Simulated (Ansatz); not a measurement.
## MgO, space group Fm-3m: a charge-density difference against the sublattices

Computed with the Python package of Ansatz (0.2.0).

The script, `drho_mgo.py`:
```python
"""Density difference of MgO against its sublattices."""

import ansatz as az
import numpy as np

vectors0 = np.array([
    [0.0, 2.1085, 2.1085],
    [2.1085, 0.0, 2.1085],
    [2.1085, 2.1085, 0.0],
])
sites = [
    ("Mg", [0.0, 0.0, 0.0]),
    ("O", [0.5, 0.5, 0.5]),
]


def on_lattice(cell):
    crystal = az.Crystal(lattice=az.Lattice.of(cell))
    for symbol, position in sites:
        crystal = crystal.atom(symbol, position)
    return crystal

# same cell, cutoff and mesh for the crystal and its parts
def solve(crystal):
    return (
        crystal.calculation()
        .functional("lda")
        .occupations("fermi_dirac", width=0.15)
        .mixing("broyden", ndim=12, beta=0.2)
        .basis(460, grid_basis="typed")
        .kpoints(8, 8, 8)
        .density()
        .run(threads=1)
    )


whole = solve(on_lattice(vectors0))
difference = whole.density().channels[0].density_e_per_ang3.copy()
binding = whole.report["free_energy_ev"]
for element in ["Mg", "O"]:
    part = az.Crystal(lattice=az.Lattice.of(vectors0))
    for symbol, position in sites:
        if symbol == element:
            part = part.atom(symbol, position)
    alone = solve(part)
    difference -= alone.density().channels[0].density_e_per_ang3
    binding -= alone.report["free_energy_ev"]
    print(f"{element} sublattice: {alone.report['n_electrons']:g} electrons, {alone.report['n_iterations']} iterations")

voxel = abs(np.linalg.det(vectors0)) / difference.size
print(f"energy of the crystal less its unpolarised sublattices: {binding / len(sites):.4f} eV/atom")
print(f"net charge of the difference {difference.sum() * voxel:.5f} e, charge rearranged {0.5 * np.abs(difference).sum() * voxel:.3f} e")
print(f"extremes {difference.min():.4f} and {difference.max():.4f} e/A^3")
for (symbol, position) in sites:
    index = tuple(int(round(p * n)) % n for p, n in zip(position, difference.shape))
    print(f"  change of the pseudo-density at the grid point nearest {symbol}: {difference[index]:+.4f} e/A^3")
profile = difference.mean(axis=(0, 1))
print("planar mean along the third vector:", np.round(profile[:: max(len(profile) // 12, 1)], 4))
```

```console
$ python drho_mgo.py
Mg sublattice: 10 electrons, 7 iterations
O sublattice: 6 electrons, 7 iterations
energy of the crystal less its unpolarised sublattices: -5.0028 eV/atom
net charge of the difference 0.00000 e, charge rearranged 0.492 e
extremes -0.0789 and 0.1962 e/A^3
  change of the pseudo-density at the grid point nearest Mg: -0.0172 e/A^3
  change of the pseudo-density at the grid point nearest O: -0.0238 e/A^3
planar mean along the third vector: [-0.0385 -0.0322 -0.0157  0.0048  0.0216  0.0275  0.0267  0.0275  0.0216
  0.0048 -0.0157 -0.0322]
```

Notes:
- The settings weren't tested for convergence.
- Of the deposited cell: the entry's cell lengths or inner coordinates differ somewhat from later room-temperature determinations.
- Densities and potentials on the grid are those of the valence electrons, and inside the cores they hang on the potentials used.
- The structure is a deposited one; some such entries were measured under pressure or heat, so a shift against it needn't be the functional's error alone.
- Charge moved counts every rearrangement, bonding and polarisation too, and is no transfer between atoms; the bare sublattices are artificial references. Values near the nuclei depend on the potentials.
- Finished in 2.1 s on 1 thread of Arm Neoverse V1, on a shared host, peak memory 0.31 GiB.
